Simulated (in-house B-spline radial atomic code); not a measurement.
# Lu: ionisation energy by several methods

The task here is to estimate one member of a computed series from the others.

Program: in-house B-spline radial atomic code version 1. Level of theory: scalar-relativistic (X2C), several functionals, spin-polarised; spherical all-electron atom at the radial basis limit. These are calculated values, not measurements, unless marked.

## The system

```
element       : lutetium (Z = 71)
charge        : 0
electrons     : 71
configuration : [Xe] 4f14 5d1 6s2
nucleus       : Fermi, rms radius 5.370 fm
```

Outer shells as boxes (Hund's rule):

[Xe] 4f14 5d1 6s2
```
[Xe] core
4f [↑↓][↑↓][↑↓][↑↓][↑↓][↑↓][↑↓]
5d [↑ ][  ][  ][  ][  ]
6s [↑↓]
```

Where spins are not typed, each open shell is filled with up spins first.

The first run:

Input settings:

```ini
Z = 71
electrons = 71.0
configuration = [Xe] 4f14 5d1 6s2
hamiltonian = x2c
method = r2scan
spin_polarised = True
nucleus = fermi
rms_radius = 5.37
mass_number = 175
atomic_mass = 174.940777211
speed_of_light = 137.035999084
```

Among the steps run: r2SCAN; AM05; OLYP; PW91; TPSS.

One table of the session follows, with a row left open; its other results are not shown here.

```
method  ΔSCF (eV)
  AM05          ?
  OLYP      5.169
  PW91      5.437
r2SCAN      5.273
  TPSS      5.323
```

Q: Estimate the row for AM05 from the others.

The run gave: ΔSCF (eV): 5.381. In the column «ΔSCF (eV)» it lies between TPSS (5.323) and PW91 (5.437).
